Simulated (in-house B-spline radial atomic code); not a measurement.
**Ga⁴⁺: a fraction of an electron moved 3p → 3d**

How does the AM05 energy of Ga⁴⁺ change when part of an electron is moved 3p → 3d?

Method: non-relativistic AM05, spin-polarised, spherical fractional occupations, point nucleus, basis-set limit. Code: in-house B-spline radial atomic code version 1.

### Step 1. The atom as given

```
element       : gallium (Z = 31)
charge        : +4
electrons     : 27
configuration : [Ar] 3d9
Hamiltonian   : non-relativistic
nucleus       : point
```

The outer shells:

[Ar] 3d9
```
[Ar] core
3d [↑↓][↑↓][↑↓][↑↓][↑ ]
```

Where spins are not typed, each open shell is filled with up spins first.

### Step 2. The start, at fraction 0

Settings, as recorded:

```ini
Z = 31
electrons = 27.0
configuration = [Ar] 3d9
hamiltonian = nr
method = am05
spin_polarised = True
```

Main fields of the result record, rounded:

```text
{
  "status": "converged",
  "scf [iteration, energy, orbital gradient]": [
    [1, -1902.65007603, 0.638],
    [2, -1906.19731262, 0.845],
    [3, -1917.30807515, 0.106],
    [4, -1917.53257215, 0.028],
    [5, -1917.54110068, 0.0066],
    [6, -1917.54153993, 0.00383],
    [7, -1917.54187016, 0.00049],
    [8, -1917.54187447, 1.07e-05],
    [9, -1917.54187448, 8.44e-08]
  ],
  "energy [hartree]": {"total": -1917.54187448, "kinetic": 1915.85400468, "nuclear": -4535.74869589, "coulomb": 772.845060994, "xc": -70.4922442603},
  "orbitals [hartree, bohr; first row names the columns]": [
    ["name", "occ", "eps", "<r>", "<r^2>", "<1/r>", "r_max", "density_at_nucleus", "spin_orbit_zeta"],
    ["1s up", 1.0, -372.40556, 0.049483, 0.0032803, 30.471, 0.03265, 9161.6, "-"],
    ["1s down", 1.0, -372.40522, 0.049483, 0.0032803, 30.471, 0.03265, 9161.6, "-"],
    ["2s up", 1.0, -47.40379, 0.22186, 0.057984, 6.6671, 0.18607, 871.92, "-"],
    ["2s down", 1.0, -47.373345, 0.22178, 0.05794, 6.6698, 0.18603, 872.65, "-"],
    ["2p up", 3.0, -42.272225, 0.19241, 0.045315, 6.6401, 0.14794, "-", 0.65066],
    ["2p down", 3.0, -42.249655, 0.19232, 0.045271, 6.6425, 0.14791, "-", 0.65118],
    ["3s up", 1.0, -7.3859058, 0.65798, 0.49881, 2.1537, 0.57253, 132.59, "-"],
    ["3s down", 1.0, -7.3382933, 0.65868, 0.49993, 2.1507, 0.57281, 132.14, "-"],
    ["3p up", 3.0, -5.7148157, 0.67473, 0.53466, 2.0361, 0.5685, "-", 0.086962],
    ["3p down", 3.0, -5.6674636, 0.67582, 0.53651, 2.0324, 0.56892, "-", 0.086576],
    ["3d up", 5.0, -2.8225573, 0.73801, 0.68241, 1.7452, 0.52228, "-", 0.007409],
    ["3d down", 4.0, -2.7753311, 0.74229, 0.69142, 1.738, 0.52364, "-", 0.0073475]
  ],
  "sum_r [bohr^k]": {"-1": 146.3145, "1": 13.72431, "2": 10.78425},
  "density_at_nucleus [bohr^-3]": 20332.52,
  "spin_density_at_nucleus [bohr^-3]": -0.31841,
  "mass_velocity [hartree]": -71.00496,
  "darwin [hartree]": 52.7234
}
```

Wall time 0.07 s (1 thread, shared host).

### Step 3. 0.125 electron moved 3p → 3d

Settings, as recorded:

```ini
Z = 31
electrons = 27.0
configuration = [Ne] 3s2 3p5.875 3d9.125
hamiltonian = nr
method = am05
spin_polarised = True
```

Result record:

```text
{
  "status": "converged",
  "scf [iteration, energy, orbital gradient]": [
    [1, -1902.07609425, 0.642],
    [2, -1905.6444289, 0.871],
    [3, -1916.94269747, 0.106],
    [4, -1917.17070749, 0.0298],
    [5, -1917.17948061, 0.008],
    [6, -1917.17996596, 0.00403],
    [7, -1917.18032933, 0.000504],
    [8, -1917.18033389, 1.1e-05],
    [9, -1917.1803339, 1.05e-07]
  ],
  "energy [hartree]": {"total": -1917.1803339, "kinetic": 1915.49277486, "nuclear": -4534.86923856, "coulomb": 772.667596742, "xc": -70.4714669396},
  "orbitals [hartree, bohr; first row names the columns]": [
    ["name", "occ", "eps", "<r>"],
    ["1s up", 1.0, -372.43228, 0.049483],
    ["1s down", 1.0, -372.4289, 0.049483],
    ["2s up", 1.0, -47.408856, 0.22185],
    ["2s down", 1.0, -47.379671, 0.22178],
    ["2p up", 3.0, -42.28049, 0.19239],
    ["2p down", 3.0, -42.257226, 0.19231],
    ["3s up", 1.0, -7.3906294, 0.6579],
    ["3s down", 1.0, -7.3417778, 0.65866],
    ["3p up", 3.0, -5.7195273, 0.6746],
    ["3p down", 2.875, -5.671038, 0.67577],
    ["3d up", 5.0, -2.8257885, 0.73776],
    ["3d down", 4.125, -2.778521, 0.74214]
  ],
  "sum_r [bohr^k]": {"-1": 146.2861, "1": 13.72999, "2": 10.79816},
  "energy_minus_base [hartree]": 0.36154058
}
```

Wall time 0.07 s (1 thread, shared host).

energy_minus_base is the energy less that of the reference run.

### Step 4. 0.25 electron moved 3p → 3d

Settings, as recorded:

```ini
Z = 31
electrons = 27.0
configuration = [Ne] 3s2 3p5.75 3d9.25
hamiltonian = nr
method = am05
spin_polarised = True
```

Result record:

```text
{
  "status": "converged",
  "scf [iteration, energy, orbital gradient]": [
    [1, -1901.50062609, 0.646],
    [2, -1905.08996395, 0.855],
    [3, -1916.57724071, 0.106],
    [4, -1916.80878679, 0.029],
    [5, -1916.81780691, 0.00796],
    [6, -1916.81833861, 0.00422],
    [7, -1916.81874078, 0.000499],
    [8, -1916.81874522, 1.13e-05],
    [9, -1916.81874523, 1.21e-07]
  ],
  "energy [hartree]": {"total": -1916.81874523, "kinetic": 1915.13150088, "nuclear": -4533.98990508, "coulomb": 772.490493377, "xc": -70.4508344071},
  "orbitals [hartree, bohr; first row names the columns]": [
    ["name", "occ", "eps", "<r>"],
    ["1s up", 1.0, -372.459, 0.049482],
    ["1s down", 1.0, -372.45258, 0.049482],
    ["2s up", 1.0, -47.413912, 0.22184],
    ["2s down", 1.0, -47.385979, 0.22177],
    ["2p up", 3.0, -42.288747, 0.19237],
    ["2p down", 3.0, -42.264778, 0.1923],
    ["3s up", 1.0, -7.3953463, 0.65783],
    ["3s down", 1.0, -7.3452505, 0.65863],
    ["3p up", 3.0, -5.7242326, 0.67447],
    ["3p down", 2.75, -5.6746003, 0.67572],
    ["3d up", 5.0, -2.8290139, 0.73751],
    ["3d down", 4.25, -2.7816984, 0.74198]
  ],
  "sum_r [bohr^k]": {"-1": 146.2577, "1": 13.73566, "2": 10.81202},
  "energy_minus_base [hartree]": 0.723129248
}
```

Wall time 0.07 s (1 thread, shared host).

### Step 5. 0.375 electron moved 3p → 3d

Settings, as recorded:

```ini
Z = 31
electrons = 27.0
configuration = [Ne] 3s2 3p5.625 3d9.375
hamiltonian = nr
method = am05
spin_polarised = True
```

Result record:

```text
{
  "status": "converged",
  "scf [iteration, energy, orbital gradient]": [
    [1, -1900.92367155, 0.651],
    [2, -1904.53391591, 0.861],
    [3, -1916.21170524, 0.107],
    [4, -1916.44680989, 0.0296],
    [5, -1916.45607931, 0.00791],
    [6, -1916.45666073, 0.00443],
    [7, -1916.45710406, 0.000494],
    [8, -1916.4571084, 1.17e-05],
    [9, -1916.45710841, 1.38e-07]
  ],
  "energy [hartree]": {"total": -1916.45710841, "kinetic": 1914.77018131, "nuclear": -4533.11069011, "coulomb": 772.313746711, "xc": -70.4303463199},
  "orbitals [hartree, bohr; first row names the columns]": [
    ["name", "occ", "eps", "<r>"],
    ["1s up", 1.0, -372.48572, 0.049482],
    ["1s down", 1.0, -372.47624, 0.049481],
    ["2s up", 1.0, -47.418959, 0.22183],
    ["2s down", 1.0, -47.392269, 0.22176],
    ["2p up", 3.0, -42.296995, 0.19235],
    ["2p down", 3.0, -42.272312, 0.19229],
    ["3s up", 1.0, -7.4000565, 0.65775],
    ["3s down", 1.0, -7.3487113, 0.65861],
    ["3p up", 3.0, -5.7289316, 0.67434],
    ["3p down", 2.625, -5.6781507, 0.67567],
    ["3d up", 5.0, -2.8322337, 0.73727],
    ["3d down", 4.375, -2.7848633, 0.74183]
  ],
  "sum_r [bohr^k]": {"-1": 146.2294, "1": 13.74132, "2": 10.82586},
  "energy_minus_base [hartree]": 1.08476607
}
```

It took 0.07 s on 1 thread, shared host.

### Step 6. 0.5 electron moved 3p → 3d

Settings, as recorded:

```ini
Z = 31
electrons = 27.0
configuration = [Ne] 3s2 3p5.5 3d9.5
hamiltonian = nr
method = am05
spin_polarised = True
```

Result record:

```text
{
  "status": "converged",
  "scf [iteration, energy, orbital gradient]": [
    [1, -1900.3452307, 0.655],
    [2, -1903.97628275, 0.868],
    [3, -1915.84609143, 0.108],
    [4, -1916.08477666, 0.0301],
    [5, -1916.09429755, 0.00805],
    [6, -1916.09493218, 0.00464],
    [7, -1916.09541913, 0.000489],
    [8, -1916.09542337, 1.21e-05],
    [9, -1916.09542337, 1.56e-07]
  ],
  "energy [hartree]": {"total": -1916.09542337, "kinetic": 1914.40881609, "nuclear": -4532.23159057, "coulomb": 772.137353508, "xc": -70.4100023975},
  "orbitals [hartree, bohr; first row names the columns]": [
    ["name", "occ", "eps", "<r>"],
    ["1s up", 1.0, -372.51243, 0.049482],
    ["1s down", 1.0, -372.4999, 0.04948],
    ["2s up", 1.0, -47.423997, 0.22181],
    ["2s down", 1.0, -47.39854, 0.22176],
    ["2p up", 3.0, -42.305236, 0.19233],
    ["2p down", 3.0, -42.279828, 0.19228],
    ["3s up", 1.0, -7.4047603, 0.65768],
    ["3s down", 1.0, -7.3521605, 0.65858],
    ["3p up", 3.0, -5.7336244, 0.67421],
    ["3p down", 2.5, -5.6816892, 0.67562],
    ["3d up", 5.0, -2.8354479, 0.73702],
    ["3d down", 4.5, -2.7880159, 0.74168]
  ],
  "sum_r [bohr^k]": {"-1": 146.201, "1": 13.74697, "2": 10.83966},
  "energy_minus_base [hartree]": 1.44645111
}
```

Wall time 0.07 s (1 thread, shared host).

### Step 7. 0.625 electron moved 3p → 3d

Settings, as recorded:

```ini
Z = 31
electrons = 27.0
configuration = [Ne] 3s2 3p5.375 3d9.625
hamiltonian = nr
method = am05
spin_polarised = True
```

Result record:

```text
{
  "status": "converged",
  "scf [iteration, energy, orbital gradient]": [
    [1, -1899.76530375, 0.659],
    [2, -1903.41706216, 0.875],
    [3, -1915.48039972, 0.109],
    [4, -1915.72268696, 0.0306],
    [5, -1915.73246136, 0.00824],
    [6, -1915.73315282, 0.00485],
    [7, -1915.73368592, 0.000484],
    [8, -1915.73369005, 1.24e-05],
    [9, -1915.73369005, 1.75e-07]
  ],
  "energy [hartree]": {"total": -1915.73369006, "kinetic": 1914.04740515, "nuclear": -4531.35260341, "coulomb": 771.961310563, "xc": -70.3898023635},
  "orbitals [hartree, bohr; first row names the columns]": [
    ["name", "occ", "eps", "<r>"],
    ["1s up", 1.0, -372.53913, 0.049481],
    ["1s down", 1.0, -372.52354, 0.04948],
    ["2s up", 1.0, -47.429025, 0.2218],
    ["2s down", 1.0, -47.404793, 0.22175],
    ["2p up", 3.0, -42.313469, 0.19231],
    ["2p down", 3.0, -42.287326, 0.19227],
    ["3s up", 1.0, -7.4094577, 0.6576],
    ["3s down", 1.0, -7.3555979, 0.65856],
    ["3p up", 3.0, -5.7383111, 0.67409],
    ["3p down", 2.375, -5.685216, 0.67557],
    ["3d up", 5.0, -2.8386567, 0.73678],
    ["3d down", 4.625, -2.7911562, 0.74153]
  ],
  "sum_r [bohr^k]": {"-1": 146.1727, "1": 13.7526, "2": 10.85342},
  "energy_minus_base [hartree]": 1.80818442
}
```

Wall time 0.07 s (1 thread, shared host).

### Step 8. 0.75 electron moved 3p → 3d

Settings, as recorded:

```ini
Z = 31
electrons = 27.0
configuration = [Ne] 3s2 3p5.25 3d9.75
hamiltonian = nr
method = am05
spin_polarised = True
```

Result record:

```text
{
  "status": "converged",
  "scf [iteration, energy, orbital gradient]": [
    [1, -1899.183891, 0.664],
    [2, -1902.85625163, 0.882],
    [3, -1915.11463055, 0.109],
    [4, -1915.36054067, 0.0311],
    [5, -1915.37057048, 0.00858],
    [6, -1915.37132254, 0.00506],
    [7, -1915.37190437, 0.000479],
    [8, -1915.37190841, 1.28e-05],
    [9, -1915.37190841, 1.93e-07]
  ],
  "energy [hartree]": {"total": -1915.37190841, "kinetic": 1913.68594845, "nuclear": -4530.47372561, "coulomb": 771.785614701, "xc": -70.3697459462},
  "orbitals [hartree, bohr; first row names the columns]": [
    ["name", "occ", "eps", "<r>"],
    ["1s up", 1.0, -372.56583, 0.049481],
    ["1s down", 1.0, -372.54718, 0.049479],
    ["2s up", 1.0, -47.434045, 0.22179],
    ["2s down", 1.0, -47.411029, 0.22174],
    ["2p up", 3.0, -42.321694, 0.19228],
    ["2p down", 3.0, -42.294807, 0.19226],
    ["3s up", 1.0, -7.4141488, 0.65752],
    ["3s down", 1.0, -7.3590237, 0.65853],
    ["3p up", 3.0, -5.7429918, 0.67396],
    ["3p down", 2.25, -5.6887309, 0.67552],
    ["3d up", 5.0, -2.8418602, 0.73653],
    ["3d down", 4.75, -2.7942843, 0.74138]
  ],
  "sum_r [bohr^k]": {"-1": 146.1443, "1": 13.75823, "2": 10.86716},
  "energy_minus_base [hartree]": 2.16996607
}
```

It took 0.07 s on 1 thread, shared host.

### Step 9. 0.875 electron moved 3p → 3d

Settings, as recorded:

```ini
Z = 31
electrons = 27.0
configuration = [Ne] 3s2 3p5.125 3d9.875
hamiltonian = nr
method = am05
spin_polarised = True
```

Result record:

```text
{
  "status": "converged",
  "scf [iteration, energy, orbital gradient]": [
    [1, -1898.60099285, 0.668],
    [2, -1902.29384837, 0.889],
    [3, -1914.74878442, 0.11],
    [4, -1914.99833766, 0.0317],
    [5, -1915.00862465, 0.00893],
    [6, -1915.0094412, 0.00528],
    [7, -1915.01007444, 0.000474],
    [8, -1915.01007837, 1.32e-05],
    [9, -1915.01007837, 2.12e-07]
  ],
  "energy [hartree]": {"total": -1915.01007837, "kinetic": 1913.32444592, "nuclear": -4529.59495419, "coulomb": 771.610262777, "xc": -70.3498328778},
  "orbitals [hartree, bohr; first row names the columns]": [
    ["name", "occ", "eps", "<r>"],
    ["1s up", 1.0, -372.59253, 0.04948],
    ["1s down", 1.0, -372.57081, 0.049478],
    ["2s up", 1.0, -47.439056, 0.22178],
    ["2s down", 1.0, -47.417247, 0.22174],
    ["2p up", 3.0, -42.329911, 0.19226],
    ["2p down", 3.0, -42.30227, 0.19225],
    ["3s up", 1.0, -7.4188337, 0.65745],
    ["3s down", 1.0, -7.362438, 0.65851],
    ["3p up", 3.0, -5.7476666, 0.67383],
    ["3p down", 2.125, -5.6922342, 0.67547],
    ["3d up", 5.0, -2.8450584, 0.73629],
    ["3d down", 4.875, -2.7974002, 0.74124]
  ],
  "sum_r [bohr^k]": {"-1": 146.116, "1": 13.76384, "2": 10.88086},
  "energy_minus_base [hartree]": 2.5317961
}
```

It took 0.07 s on 1 thread, shared host.

### Step 10. 1 electron moved 3p → 3d

Settings, as recorded:

```ini
Z = 31
electrons = 27.0
configuration = [Ne] 3s2 3p5 3d10
hamiltonian = nr
method = am05
spin_polarised = True
```

Result record:

```text
{
  "status": "converged",
  "scf [iteration, energy, orbital gradient]": [
    [1, -1898.0166098, 0.672],
    [2, -1901.72984936, 0.896],
    [3, -1914.38286187, 0.111],
    [4, -1914.63607782, 0.0322],
    [5, -1914.6466236, 0.00934],
    [6, -1914.64750869, 0.00549],
    [7, -1914.64819607, 0.000469],
    [8, -1914.6481999, 1.35e-05],
    [9, -1914.6481999, 2.3e-07]
  ],
  "energy [hartree]": {"total": -1914.6481999, "kinetic": 1912.96289753, "nuclear": -4528.7162862, "coulomb": 771.435251673, "xc": -70.3300628949},
  "orbitals [hartree, bohr; first row names the columns]": [
    ["name", "occ", "eps", "<r>"],
    ["1s up", 1.0, -372.61922, 0.04948],
    ["1s down", 1.0, -372.59443, 0.049478],
    ["2s up", 1.0, -47.444058, 0.22176],
    ["2s down", 1.0, -47.423447, 0.22173],
    ["2p up", 3.0, -42.338121, 0.19224],
    ["2p down", 3.0, -42.309716, 0.19224],
    ["3s up", 1.0, -7.4235125, 0.65737],
    ["3s down", 1.0, -7.3658408, 0.65848],
    ["3p up", 3.0, -5.7523356, 0.67371],
    ["3p down", 2.0, -5.6957258, 0.67542],
    ["3d up", 5.0, -2.8482515, 0.73605],
    ["3d down", 5.0, -2.8005042, 0.74109]
  ],
  "sum_r [bohr^k]": {"-1": 146.0876, "1": 13.76944, "2": 10.89453},
  "energy_minus_base [hartree]": 2.89367458
}
```

It took 0.07 s on 1 thread, shared host.

### Step 11. Results

| fraction | energy change (eV) | less the straight line (eV) | level 3p down (eV) | level 3d down (eV) | sum of <r²> (bohr²) |
| --- | --- | --- | --- | --- | --- |
| 0 | 0.0000 | 0.0000 | -154.22 | -75.521 | 10.784 |
| 0.125 | 9.8380 | -0.0046 | -154.32 | -75.607 | 10.798 |
| 0.25 | 19.6773 | -0.0079 | -154.41 | -75.694 | 10.812 |
| 0.375 | 29.5180 | -0.0098 | -154.51 | -75.780 | 10.826 |
| 0.5 | 39.3599 | -0.0105 | -154.61 | -75.866 | 10.840 |
| 0.625 | 49.2032 | -0.0099 | -154.70 | -75.951 | 10.853 |
| 0.75 | 59.0478 | -0.0079 | -154.80 | -76.036 | 10.867 |
| 0.875 | 68.8937 | -0.0046 | -154.89 | -76.121 | 10.881 |
| 1 | 78.7409 | 0.0000 | -154.99 | -76.206 | 10.895 |

From fraction 0 to 1 the energy changes by 78.741 eV. It sags under the straight line by up to 0.01 eV (at 0.5). Slater's transition state, the slope from the orbital energies at fraction 0.5 (Janak's theorem), gives 78.741 eV for the whole step.
